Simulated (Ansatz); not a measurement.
# LiY3: the cost of one run

All numbers are computed with the Python package of Ansatz 0.2.0. Level of theory: DFT PBE, plane waves, PAW.

## 1. The structure

The structure is cubic, space group Fm-3m (No. 225). Conventional cell: a = 7.800 Å, b = 7.800 Å, c = 7.800 Å, α = 90.00°, β = 90.00°, γ = 90.00°. Li (site symmetry m-3m) has 8 Y at 3.38 Å as nearest neighbours. Y (site symmetry -43m) is surrounded by 4 Li at 3.38 Å and 4 Y at 3.38 Å. Y (site symmetry m-3m) is surrounded by 8 Y at 3.38 Å.

The script holds or builds the structure itself.

## 2. The code

eos_liy3.py reads:

```python
"""Bulk modulus of LiY3 from an E(V) curve."""

import ansatz as az
import numpy as np

vectors0 = np.array([
    [0.0, 3.899852, 3.899852],
    [3.899852, 0.0, 3.899852],
    [3.899852, 3.899852, 0.0],
])
sites = [
    ("Li", [0.0, 0.0, 0.0]),
    ("Y", [0.25, 0.25, 0.25]),
    ("Y", [0.75, 0.75, 0.75]),
    ("Y", [0.5, 0.5, 0.5]),
]


def crystal_on(cell):
    crystal = az.Crystal(lattice=az.Lattice.of(cell))
    for symbol, position in sites:
        crystal = crystal.atom(symbol, position)
    return crystal


def main() -> None:
    # scale the volume, keep shape and fractions
    volumes, energies, pressures = [], [], []
    for scale in np.linspace(0.95, 1.07, 5):
        cell = vectors0 * scale ** (1 / 3)
        setup = (
            crystal_on(cell).calculation()
            .occupations("fermi_dirac", width=0.1)
            .basis(500)
            .kpoints(5, 5, 5)
            .stress()
        )
        data = setup.run(threads=1).report
        volumes.append(abs(np.linalg.det(cell)) / len(sites))
        energies.append(data["free_energy_ev"] / len(sites))
        pressures.append(np.trace(data["stress_gpa"]) / 3)
        print(f"V = {volumes[-1]:8.4f} A^3/atom  F = {energies[-1]:.5f} eV/atom  P = {pressures[-1]:8.3f} GPa")

    # third-order Birch-Murnaghan: a cubic in V^(-2/3)
    x = np.array(volumes) ** (-2 / 3)
    poly = np.polynomial.Polynomial.fit(x, energies, 3).convert()
    roots = poly.deriv().roots()
    x0 = min((r.real for r in roots if abs(r.imag) < 1e-9 and poly.deriv(2)(r.real) > 0), key=lambda r: abs(r - x.mean()))
    v0 = x0 ** -1.5
    b0 = 4 / 9 * poly.deriv(2)(x0) * v0 ** (-7 / 3) * 160.21766
    b1 = 4 + 2 / 3 * x0 * poly.deriv(3)(x0) / poly.deriv(2)(x0)
    print(f"V0 = {v0:.4f} A^3/atom, B0 = {b0:.1f} GPa, dB/dP = {b1:.2f}")


if __name__ == "__main__":
    main()
```

## 3. The run

Run with:

```bash
$ python eos_liy3.py
```

What time and memory should one allow on 1 thread of Intel Xeon 6975P-C (Granite Rapids), shared host?

About 6 s, with a peak of 0.48 GiB.
